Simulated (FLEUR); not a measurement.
Here is a FLEUR MaX-R8.1 (later development tree) calculation.

File inp.xml:

```xml
<?xml version="1.0" encoding="UTF-8" standalone="no"?>
<fleurInput fleurInputVersion="0.39">
   <comment>
      NbTe                                                                                                
   </comment>
   <calculationSetup>
      <cutoffs Kmax="4.19" Gmax="13.0" GmaxXC="13.0" numbands="0"/>
      <scfLoop itmax="60" minDistance="0.00001" maxIterBroyd="15" imix="Anderson" alpha="0.05" precondParam="0.0" spinf="2.0" sdNocoIR="T"/>
      <coreElectrons ctail="T" frcor="F" kcrel="0" coretail_lmax="0"/>
      <xcFunctional name="pbe" relativisticCorrections="F"/>
      <magnetism jspins="1"/>
      <soc l_soc="F" theta="0.0" phi="0.0" spav="F"/>
      <expertModes spex="0" secvar="F"/>
      <geometryOptimization l_f="F" forcealpha="1.0" forcemix="BFGS" epsdisp="0.00001" epsforce="0.00001"/>
      <ldaU l_linMix="F" mixParam="0.05" spinf="1.0"/>
   </calculationSetup>
   <cell>
      <bzIntegration valenceElectrons="35.0" mode="hist" fermiSmearingEnergy="0.00183747">
         <kPointListSelection listName="default-1"/>
         <!-- k-points included here -->
         <xi:include xmlns:xi="http://www.w3.org/2001/XInclude" href="kpts.xml"> </xi:include>
      </bzIntegration>
      <!-- symmetry operations included here -->
      <xi:include xmlns:xi="http://www.w3.org/2001/XInclude" href="sym.xml"> </xi:include>
      <bulkLattice scale="1.0">
         <bravaisMatrix>
            <row-1>    6.9976074370826797     0.0000000000000000     0.0000000000000000</row-1>
            <row-2>   -3.4988037185413399     6.0601058063025661     0.0000000000000000</row-2>
            <row-3>    0.0000000000000000     0.0000000000000000     6.9810470364846902</row-3>
         </bravaisMatrix>
      </bulkLattice>
   </cell>
   <atomSpecies>
      <species name="Tellurium (Te)" element="Te" atomicNumber="52">
         <mtSphere radius="2.34" gridPoints="773" logIncrement="0.017"/>
         <atomicCutoffs lmax="9" lnonsphr="9"/>
         <electronConfig flipSpins="F">
            <coreConfig>(1s1/2) (2s1/2) (2p1/2) (2p3/2) (3s1/2) (3p1/2) (3p3/2) (4s1/2) (3d3/2) (3d5/2)</coreConfig>
            <valenceConfig>(4p1/2) (4p3/2) (5s1/2) (4d3/2) (4d5/2) (5p1/2) (5p3/2)</valenceConfig>
            <stateOccupation state="(5p1/2)" spinUp="0.666667" spinDown="0.666667"/>
            <stateOccupation state="(5p3/2)" spinUp="1.333333" spinDown="1.333333"/>
         </electronConfig>
         <energyParameters s="5" p="5" d="5" f="4"/>
         <lo type="SCLO" l="1" n="4" eDeriv="0"/>
         <lo type="SCLO" l="1" n="4" eDeriv="1"/>
         <lo type="SCLO" l="2" n="4" eDeriv="0"/>
         <lo type="SCLO" l="2" n="4" eDeriv="1"/>
         <lo type="SCLO" l="0" n="5" eDeriv="2"/>
         <lo type="SCLO" l="3" n="4" eDeriv="2"/>
      </species>
      <species name="Niobium (Nb)" element="Nb" atomicNumber="41">
         <mtSphere radius="2.6" gridPoints="859" logIncrement="0.015"/>
         <atomicCutoffs lmax="10" lnonsphr="10"/>
         <electronConfig flipSpins="F">
            <coreConfig>(1s1/2) (2s1/2) (2p1/2) (2p3/2) (3s1/2) (3p1/2) (3p3/2) (3d3/2) (3d5/2)</coreConfig>
            <valenceConfig>(4s1/2) (4p1/2) (4p3/2) (5s1/2) (4d3/2) (4d5/2)</valenceConfig>
            <stateOccupation state="(5s1/2)" spinUp="0.500000" spinDown="0.500000"/>
            <stateOccupation state="(4d3/2)" spinUp="0.800000" spinDown="0.800000"/>
            <stateOccupation state="(4d5/2)" spinUp="1.200000" spinDown="1.200000"/>
         </electronConfig>
         <energyParameters s="5" p="5" d="4" f="4"/>
         <lo type="SCLO" l="0" n="4" eDeriv="0"/>
         <lo type="SCLO" l="1" n="4" eDeriv="0"/>
         <lo type="SCLO" l="1" n="4" eDeriv="1"/>
         <lo type="SCLO" l="2" n="4" eDeriv="2"/>
         <lo type="SCLO" l="3" n="4" eDeriv="2"/>
      </species>
   </atomSpecies>
   <atomGroups>
      <atomGroup species="Tellurium (Te)">
         <relPos label="                   1">-1.000/3.000 1.000/3.000 .0000000000</relPos>
         <force calculate="T" relaxXYZ="TTT"/>
      </atomGroup>
      <atomGroup species="Niobium (Nb)">
         <relPos label="                   2">.0000000000 .0000000000 1.000/2.000</relPos>
         <force calculate="T" relaxXYZ="TTT"/>
      </atomGroup>
   </atomGroups>
   <output dos="F" band="F" slice="F">
      <checks vchk="F" cdinf="F"/>
      <bandDOS minEnergy="-.5*Htr" maxEnergy="0.5*Htr" sigma="0.015" storeEVData="T"/>
      <vacuumDOS vacdos="F" integ="F" star="F" nstars="0" locx1="0.0" locy1="0.0" locx2="0.0" locy2="0.0" nstm="0" tworkf="0.0"/>
      <unfoldingBand unfoldBand="F" supercellX="1" supercellY="1" supercellZ="1"/>
      <plotting iplot="0" polar="F">
         <plot TwoD="T" vec1="  1.0  0.0  0.0" vec2="  0.0  1.0  0.0" vec3="  0.0  0.0  1.0" zero="  0.0  0.0  0.0" file="plot"/>
      </plotting>
      <chargeDensitySlicing numkpt="0" minEigenval="0.0" maxEigenval="0.0" nnne="0" pallst="F"/>
      <specialOutput eonly="F"/>
      <moessbauerParams electricFieldGradient="T" isomerShift="T" coreHyperfine="T" valenceHyperfine="T"/>
      <magneticCircularDichroism mcd="F" energyLo="-10.0" energyUp="0.0"/>
   </output>
  <!-- We include the file relax.xml here to enable relaxations (see documentation) -->
  <xi:include xmlns:xi="http://www.w3.org/2001/XInclude" href="relax.xml"> <xi:fallback/> </xi:include>
</fleurInput>
```

crystal.txt

```
NbTe
&input cartesian=F /
3.7029743866  0.0000000000  0.0000000000
-1.8514871933  3.2068698884  0.0000000000
0.0000000000  0.0000000000  3.6942110000
1.8897261246
1.0 1.0 1.0

2
52 0.6666666667  0.3333333333  0.0000000000
41 0.0000000000  0.0000000000  0.5000000000

&kpt div1=8 div2=8 div3=7 gamma=T /
```

The input inp.xml (bands):

```
<?xml version="1.0" encoding="UTF-8" standalone="no"?>
<fleurInput fleurInputVersion="0.39">
   <comment>
      NbTe                                                                                                
   </comment>
   <calculationSetup>
      <cutoffs Kmax="4.19" Gmax="13.0" GmaxXC="13.0" numbands="0"/>
      <scfLoop itmax="60" minDistance="0.00001" maxIterBroyd="15" imix="Anderson" alpha="0.05" precondParam="0.0" spinf="2.0" sdNocoIR="T"/>
      <coreElectrons ctail="T" frcor="F" kcrel="0" coretail_lmax="0"/>
      <xcFunctional name="pbe" relativisticCorrections="F"/>
      <magnetism jspins="1"/>
      <soc l_soc="F" theta="0.0" phi="0.0" spav="F"/>
      <expertModes spex="0" secvar="F"/>
      <geometryOptimization l_f="F" forcealpha="1.0" forcemix="BFGS" epsdisp="0.00001" epsforce="0.00001"/>
      <ldaU l_linMix="F" mixParam="0.05" spinf="1.0"/>
   </calculationSetup>
   <cell>
      <bzIntegration valenceElectrons="35.0" mode="hist" fermiSmearingEnergy="0.00183747">
         <kPointListSelection listName="path-1"/>
         <!-- k-points included here -->
         <xi:include xmlns:xi="http://www.w3.org/2001/XInclude" href="kpts.xml"> </xi:include>
      </bzIntegration>
      <!-- symmetry operations included here -->
      <xi:include xmlns:xi="http://www.w3.org/2001/XInclude" href="sym.xml"> </xi:include>
      <bulkLattice scale="1.0">
         <bravaisMatrix>
            <row-1>    6.9976074370826797     0.0000000000000000     0.0000000000000000</row-1>
            <row-2>   -3.4988037185413399     6.0601058063025661     0.0000000000000000</row-2>
            <row-3>    0.0000000000000000     0.0000000000000000     6.9810470364846902</row-3>
         </bravaisMatrix>
      </bulkLattice>
   </cell>
   <atomSpecies>
      <species name="Tellurium (Te)" element="Te" atomicNumber="52">
         <mtSphere radius="2.34" gridPoints="773" logIncrement="0.017"/>
         <atomicCutoffs lmax="9" lnonsphr="9"/>
         <electronConfig flipSpins="F">
            <coreConfig>(1s1/2) (2s1/2) (2p1/2) (2p3/2) (3s1/2) (3p1/2) (3p3/2) (4s1/2) (3d3/2) (3d5/2)</coreConfig>
            <valenceConfig>(4p1/2) (4p3/2) (5s1/2) (4d3/2) (4d5/2) (5p1/2) (5p3/2)</valenceConfig>
            <stateOccupation state="(5p1/2)" spinUp="0.666667" spinDown="0.666667"/>
            <stateOccupation state="(5p3/2)" spinUp="1.333333" spinDown="1.333333"/>
         </electronConfig>
         <energyParameters s="5" p="5" d="5" f="4"/>
         <lo type="SCLO" l="1" n="4" eDeriv="0"/>
         <lo type="SCLO" l="1" n="4" eDeriv="1"/>
         <lo type="SCLO" l="2" n="4" eDeriv="0"/>
         <lo type="SCLO" l="2" n="4" eDeriv="1"/>
         <lo type="SCLO" l="0" n="5" eDeriv="2"/>
         <lo type="SCLO" l="3" n="4" eDeriv="2"/>
      </species>
      <species name="Niobium (Nb)" element="Nb" atomicNumber="41">
         <mtSphere radius="2.6" gridPoints="859" logIncrement="0.015"/>
         <atomicCutoffs lmax="10" lnonsphr="10"/>
         <electronConfig flipSpins="F">
            <coreConfig>(1s1/2) (2s1/2) (2p1/2) (2p3/2) (3s1/2) (3p1/2) (3p3/2) (3d3/2) (3d5/2)</coreConfig>
            <valenceConfig>(4s1/2) (4p1/2) (4p3/2) (5s1/2) (4d3/2) (4d5/2)</valenceConfig>
            <stateOccupation state="(5s1/2)" spinUp="0.500000" spinDown="0.500000"/>
            <stateOccupation state="(4d3/2)" spinUp="0.800000" spinDown="0.800000"/>
            <stateOccupation state="(4d5/2)" spinUp="1.200000" spinDown="1.200000"/>
         </electronConfig>
         <energyParameters s="5" p="5" d="4" f="4"/>
         <lo type="SCLO" l="0" n="4" eDeriv="0"/>
         <lo type="SCLO" l="1" n="4" eDeriv="0"/>
         <lo type="SCLO" l="1" n="4" eDeriv="1"/>
         <lo type="SCLO" l="2" n="4" eDeriv="2"/>
         <lo type="SCLO" l="3" n="4" eDeriv="2"/>
      </species>
   </atomSpecies>
   <atomGroups>
      <atomGroup species="Tellurium (Te)">
         <relPos label="                   1">-1.000/3.000 1.000/3.000 .0000000000</relPos>
         <force calculate="T" relaxXYZ="TTT"/>
      </atomGroup>
      <atomGroup species="Niobium (Nb)">
         <relPos label="                   2">.0000000000 .0000000000 1.000/2.000</relPos>
         <force calculate="T" relaxXYZ="TTT"/>
      </atomGroup>
   </atomGroups>
   <output dos="F" band="T" slice="F">
      <checks vchk="F" cdinf="F"/>
      <bandDOS minEnergy="-.5*Htr" maxEnergy="0.5*Htr" sigma="0.015" storeEVData="T"/>
      <vacuumDOS vacdos="F" integ="F" star="F" nstars="0" locx1="0.0" locy1="0.0" locx2="0.0" locy2="0.0" nstm="0" tworkf="0.0"/>
      <unfoldingBand unfoldBand="F" supercellX="1" supercellY="1" supercellZ="1"/>
      <plotting iplot="0" polar="F">
         <plot TwoD="T" vec1="  1.0  0.0  0.0" vec2="  0.0  1.0  0.0" vec3="  0.0  0.0  1.0" zero="  0.0  0.0  0.0" file="plot"/>
      </plotting>
      <chargeDensitySlicing numkpt="0" minEigenval="0.0" maxEigenval="0.0" nnne="0" pallst="F"/>
      <specialOutput eonly="F"/>
      <moessbauerParams electricFieldGradient="T" isomerShift="T" coreHyperfine="T" valenceHyperfine="T"/>
      <magneticCircularDichroism mcd="F" energyLo="-10.0" energyUp="0.0"/>
   </output>
  <!-- We include the file relax.xml here to enable relaxations (see documentation) -->
  <xi:include xmlns:xi="http://www.w3.org/2001/XInclude" href="relax.xml"> <xi:fallback/> </xi:include>
</fleurInput>
```

Potentials or basis: all-electron, FLAPW.

Launch:

```sh
$ inpgen -f crystal.txt -profile fastHighL
$ # inp.xml edited to the form shown
$ fleur_MPI
$ fleur_MPI   # second run, on inp.xml (bands)
```

**Question.** What does it give for the band gap along the path?

**Answer.** None (metal or under the smearing width).

Levels at the corners of the path, in eV from the Fermi level:
| point | band 13 | band 14 | band 15 | band 16 | band 17 | band 18 | band 19 | band 20 | band 21 | band 22 |
| --- | --- | --- | --- | --- | --- | --- | --- | --- | --- | --- |
| Γ | -14.26 | -3.16 | -3.16 | -3.00 | -2.35 | 0.13 | 0.13 | 2.43 | 2.43 | 2.85 |
| M | -12.60 | -7.19 | -3.84 | -2.64 | -2.61 | -0.20 | 1.22 | 1.49 | 3.02 | 3.82 |
| K | -12.36 | -6.50 | -5.45 | -3.77 | -0.95 | -0.13 | 0.19 | 0.39 | 4.61 | 6.48 |
| Γ | -14.26 | -3.16 | -3.16 | -3.00 | -2.35 | 0.13 | 0.13 | 2.43 | 2.43 | 2.85 |
| A | -12.92 | -7.54 | -2.62 | -2.62 | -0.97 | -0.97 | 0.66 | 1.64 | 1.64 | 5.31 |
| L | -12.24 | -5.97 | -5.88 | -4.25 | -1.37 | 1.15 | 1.26 | 1.80 | 2.78 | 4.45 |
| H | -12.11 | -6.25 | -5.76 | -4.48 | -1.12 | 1.12 | 1.67 | 2.12 | 2.78 | 3.36 |
| A | -12.92 | -7.54 | -2.62 | -2.62 | -0.97 | -0.97 | 0.66 | 1.64 | 1.64 | 5.31 |
| L | -12.24 | -5.97 | -5.88 | -4.25 | -1.37 | 1.15 | 1.26 | 1.80 | 2.78 | 4.45 |
| M | -12.60 | -7.19 | -3.84 | -2.64 | -2.61 | -0.20 | 1.22 | 1.49 | 3.02 | 3.82 |
| K | -12.36 | -6.50 | -5.45 | -3.77 | -0.95 | -0.13 | 0.19 | 0.39 | 4.61 | 6.48 |
| H | -12.11 | -6.25 | -5.76 | -4.48 | -1.12 | 1.12 | 1.67 | 2.12 | 2.78 | 3.36 |

Caveat: spin-orbit coupling is left out, which moves the levels of the heavy elements.
